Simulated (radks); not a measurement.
# Ar inside a hard spherical wall

What does compression do to the levels of Ar? A hard sphere of shrinking radius stands in for pressure; the configuration is held at [Ar].

Program: radks (a radial shooting solver on a logarithmic mesh, Libxc functionals) version 1. Level of theory: non-relativistic Kohn-Sham, PBE, spin-unpolarised, spherical densities, point nucleus. These are calculated values, not measurements, unless marked.

**1. Starting point**

```
element       : argon (Z = 18)
charge        : 0
electrons     : 18
configuration : [Ar]
```

The outer shells:

Ar
```
[Ne] core
3s [↑↓]
3p [↑↓][↑↓][↑↓]
```

**2. The free atom**

Settings of this run:

```text
Z 18
configuration [Ar] 4s0 3d0 4p0
relativity non-relativistic
functional pbe,pbe
spin unpolarised
nucleus point
```

**3. Wall at 20 bohr**

Changes since step 2:

```diff
@@ -6 +6,2 @@
 nucleus point
+wall 20 bohr
```

**4. Wall at 15 bohr**

Changes since step 3:

```diff
@@ -6,2 +6,2 @@
 nucleus point
-wall 20 bohr
+wall 15 bohr
```

**5. Wall at 7 bohr**

Changes since step 4:

```diff
@@ -6,2 +6,2 @@
 nucleus point
-wall 15 bohr
+wall 7 bohr
```

**6. Wall at 6 bohr**

Changes since step 5:

```diff
@@ -6,2 +6,2 @@
 nucleus point
-wall 7 bohr
+wall 6 bohr
```

**7. Wall at 5 bohr**

Changes since step 6:

```diff
@@ -6,2 +6,2 @@
 nucleus point
-wall 6 bohr
+wall 5 bohr
```

**8. Wall at 4 bohr**

Changes since step 7:

```diff
@@ -6,2 +6,2 @@
 nucleus point
-wall 5 bohr
+wall 4 bohr
```

**9. Wall at 2 bohr**

Changes since step 8:

```diff
@@ -6,2 +6,2 @@
 nucleus point
-wall 4 bohr
+wall 2 bohr
```

Before running it: what results should come out? Wanted: for each run, R; E − E(free); ε(3p); ε(4s, empty); ε(4p, empty); ε(3d, empty); pressure.

As calculated:

```csv
R (bohr),E − E(free) (eV),ε(3p) (eV),"ε(4s, empty) (eV)","ε(4p, empty) (eV)","ε(3d, empty) (eV)",pressure (GPa)
free,0.000,-10.286,-,-,-,0
20,0.000,-10.286,-,-,-,< 0.0001
15,0.000,-10.286,-,-,-,< 0.0001
7,0.015,-10.251,1.647,4.432,4.841,0.0465
6,0.087,-10.137,3.333,6.950,5.981,0.363
5,0.503,-9.684,7.076,12.035,7.803,3.06
4,3.044,-7.925,16.627,23.743,11.510,30.2
2,172.64,35.877,173.13,183.46,62.109,8529
```

At the tightest wall, 2 bohr, the energy stands 172.64 eV above the free atom and the pressure, −dE/dV, is 8529 GPa. Of the levels in the table that exist at both ends, 3p rises most from the free atom (46.163 eV). From R = 2 bohr inwards the highest occupied level lies above zero, pushed up by confinement. Shells are not refilled when levels cross, and a hard wall is a model, not a crystal.
